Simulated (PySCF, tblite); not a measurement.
**B₂Cl₂O₆Si₂, a fragment of a glass network (cage of 4): NMR shifts, core binding energies and electronic excitations**

Aim: the NMR shifts, core binding energies and electronic excitations of `Cl[Si]12OB3OB(O1)O[Si](Cl)(O3)O2`. It is drawn as: B3 Si B3 Si, Cl ends, O bridges.

Computed with tblite 0.8.0 and PySCF 2.14.0; each step states its level. No surroundings beyond the atoms listed, unless a continuum is named. Atoms count from 0, parts from 1.

## (1) The system as given

12 atoms, charge 0, multiplicity 1; geometry: distance geometry start.

## (2) Relaxing the cluster with GFN2-xTB

What the job is given:

```
{"job": {"kind": "relax", "xc": "GFN2-xTB", "basis": "xTB"}, "charge": 0, "multiplicity": 1}
Cl     2.854265     2.333545    -0.532365
Si     0.902209     1.657069    -0.228629
O      0.295266     1.902446     1.431253
B     -1.179825     1.552207     1.617015
O     -1.347771     0.034656     1.451157
Si    -1.038815    -0.546379    -0.215150
Cl    -1.468574    -2.568781    -0.522753
O      0.670625    -0.097854    -0.499830
O     -1.982854     0.579654    -1.232501
B     -1.780231     2.049953    -0.896909
O     -2.005013     2.249667     0.582349
O     -0.327831     2.426488    -1.230473
```

With the program's defaults for keys left out, this is: GFN2-xTB geometry optimisation, gas phase.

The run is started by

```bash
$ OMP_NUM_THREADS=1 python cluster_run.py task.json out
```

One launch serves the whole session: the jobs run in the order shown.

**Question.** The jobs that follow are: PBE0-D3(BJ)/def2-SVP geometry optimisation, gas phase; GIAO PBE0/pcSseg-1 NMR shielding, non-relativistic, gas phase; delta-SCF UKS SCAN, pcX-2 on the ionised atom, pcseg-1 elsewhere, spin-free X2C; TDDFT CAM-B3LYP/def2-SVPD, vertical, gas phase, core orbitals frozen in the response. Predict: point group; rotational constants (main isotopes); 35Cl shifts against HCl (PBE0/pcSseg-1, means over atoms taken as alike); 29Si shifts against TMS (PBE0/pcSseg-1, means over atoms taken as alike); 17O shifts against H2O (PBE0/pcSseg-1, means over atoms taken as alike); 11B shifts against BF3·OEt2 (PBE0/pcSseg-1, means over atoms taken as alike); O1s binding energies, SCAN/pcX-2 (standing for 5 of 6 atoms); Cl2p binding energies, SCAN/pcX-2; Si2p binding energies, SCAN/pcX-2; B1s binding energies, SCAN/pcX-2; lowest singlet (CAM-B3LYP/def2-SVPD); brightest single state of those computed; lowest triplet; vertical ionisation energy (ΔSCF); vertical electron affinity (ΔSCF).

The runs gave:

```
                                                                    quantity                        value
                                                                 point group                          C2v
                                        rotational constants (main isotopes)         1.12, 0.50, 0.43 GHz
    35Cl shifts against HCl (PBE0/pcSseg-1, means over atoms taken as alike)                       19 ppm
    29Si shifts against TMS (PBE0/pcSseg-1, means over atoms taken as alike)                    -55.9 ppm
     17O shifts against H2O (PBE0/pcSseg-1, means over atoms taken as alike)      255.2, 200.7, 140.1 ppm
11B shifts against BF3·OEt2 (PBE0/pcSseg-1, means over atoms taken as alike)                     24.9 ppm
                O1s binding energies, SCAN/pcX-2 (standing for 5 of 6 atoms)     O10 539.22, O8 539.22 eV
                                           Cl2p binding energies, SCAN/pcX-2                Cl0 208.08 eV
                                           Si2p binding energies, SCAN/pcX-2                Si1 110.46 eV
                                            B1s binding energies, SCAN/pcX-2                 B9 200.04 eV
                                        lowest singlet (CAM-B3LYP/def2-SVPD)  5.69 eV (218 nm), f = 0.001
                                    brightest single state of those computed  state 3, 6.65 eV, f = 0.001
                                                              lowest triplet                      5.49 eV
                                           vertical ionisation energy (ΔSCF)                     11.68 eV
                                           vertical electron affinity (ΔSCF)                      0.39 eV
```

In words: The start of the PBE0/def2-SVP relaxation was shaken at random by about 0.01 Å, so part of the energy gained, and of the first lengths quoted, undoes that. The optimisation took 5 steps and gained 0.386 eV; among the close pairs (by a distance rule), O2–B3 changed most, from 1.320 to 1.387 Å (PBE0/def2-SVP). At PBE0/pcSseg-1: The largest span, 295 ppm, is at O10, where the paramagnetic term is -320 ppm. At SCAN/pcX-2: the O1s levels computed lie within 0.01 eV of one another, too close to rank. Only 5 of the 6 O atoms are covered by sound results. The first singlet state (HOMO→LUMO 0.91) lies at 5.69 eV and is dark. The lowest triplet lies 0.20 eV below the lowest singlet (triplets in Tamm-Dancoff, singlets in full TDDFT). ΔSCF puts the ionisation energy at 11.68 eV, 0.83 eV above −ε(HOMO). A capped cluster stands for the solid here, so long-range fields and strain are missing, and bands or shifts of the capping hydrogens have no counterpart in it.
